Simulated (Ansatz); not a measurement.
# Nb3H: a trial structure relaxed

The task: take a trial cell of Nb3H to zero force and stress, then test the end with a random kick.

Program: Ansatz 0.2.0. Level of theory: DFT PBE, scalar-relativistic, plane waves, PAW. These are calculated values, not measurements.

## (1) The structure to begin with

It takes space group I4/mmm (No. 139, tetragonal). The conventional cell has a = 4.233 Å, b = 4.233 Å, c = 8.378 Å, α = 90.00°, β = 90.00°, γ = 90.00°. Nb (site symmetry -4m2) has 8 Nb at 2.98 to 2.99 Å and 4 H at 2.98 Å as nearest neighbours. Nb (site symmetry 4/mmm) has 8 Nb at 2.98 Å and 4 H at 2.99 Å as nearest neighbours. H (site symmetry 4/mmm) has 12 Nb at 2.98 to 2.99 Å as nearest neighbours.

Coordinates:

```xyz
4
Lattice="-2.1164 2.1164 4.1889 2.1164 -2.1164 4.1889 2.1164 2.1164 -4.1889" Properties=species:S:1:pos:R:3 pbc="T T T"
Nb    0.0000    2.1164    2.0945
Nb    2.1164    0.0000    2.0945
Nb    0.0000    0.0000    4.1889
H     0.0000    0.0000    0.0000
```

A structure generator made this guess: species swapped into a database cell of LaPm3 (I4/mmm, No. 139), with H on the La sites and Nb on the Pm sites. Its size is a rough estimate.

## (2) The guess as it stands, on a coarse mesh

Contents of input.yaml:

```yaml
crystal:
  lattice:
    - [-2.11644704, 2.11644704, 4.18894398]
    - [2.11644704, -2.11644704, 4.18894398]
    - [2.11644704, 2.11644704, -4.18894398]
  atoms:
    - { symbol: Nb, position: [0.75, 0.25, 0.5] }
    - { symbol: Nb, position: [0.25, 0.75, 0.5] }
    - { symbol: Nb, position: [0.5, 0.5, 0.0] }
    - { symbol: H, position: [0.0, 0.0, 0.0] }
basis:
  ecutwfc: 420
kpoints:
  mp_grid: { grid: [6, 6, 6] }
hamiltonian:
  xc: pbe
scf:
  occupations: { method: gaussian, width: 0.1 }
  lower_state_search: "off"
output:
  forces: true
  stress: true
  eigenvalues: true
```

Started as:

```sh
ansatz run input.yaml --threads 1 --pin off --max-ram 2560MiB --backend cpu --events-out ev --progress --plain --runs-dir out
```

Further runs follow: rough relaxation on the coarse mesh; spin check on a coarse mesh; relaxation on the finer mesh; reference for the kick test; random kick, then relaxation; the kicked end on a coarse mesh; a loose first relaxation (after the kick); spin check on a coarse mesh (after the kick); relaxation on the finer mesh (after the kick).

What does the calculation give? Wanted: conventional cell; volume; energy over the elements; gap on the mesh; after the kick; energy gained by the kick.

**Answer**, as computed:

```
                                                              quantity                                                                      value
                          symmetry at the first end (tolerance 0.05 Å)                                               space group I4/mmm (No. 139)
                                                     conventional cell  a = 3.872 Å, b = 3.872 Å, c = 8.397 Å, α = 90.00°, β = 90.00°, γ = 90.00°
                                                                volume                                                              15.73 Å³/atom
energy over the elements (uncorrected; H, N, O, F and Cl as molecules)                                                              +0.83 eV/atom
                                                       gap on the mesh                                                               none (metal)
                                                        after the kick       space group P-1 (No. 2), 14.33 Å³/atom, gap on the mesh none (metal)
                                             energy gained by the kick                                                               938 meV/atom
```

What this shows: The space group I4/mmm (No. 139) is kept, and the volume per atom shrinks by 16.1 % from the first guess. The formation energy is positive, so the separate elements lie lower. The first end is not the local ground state: the kicked cell settles 938 meV/atom lower. Other magnetic orders were not searched.
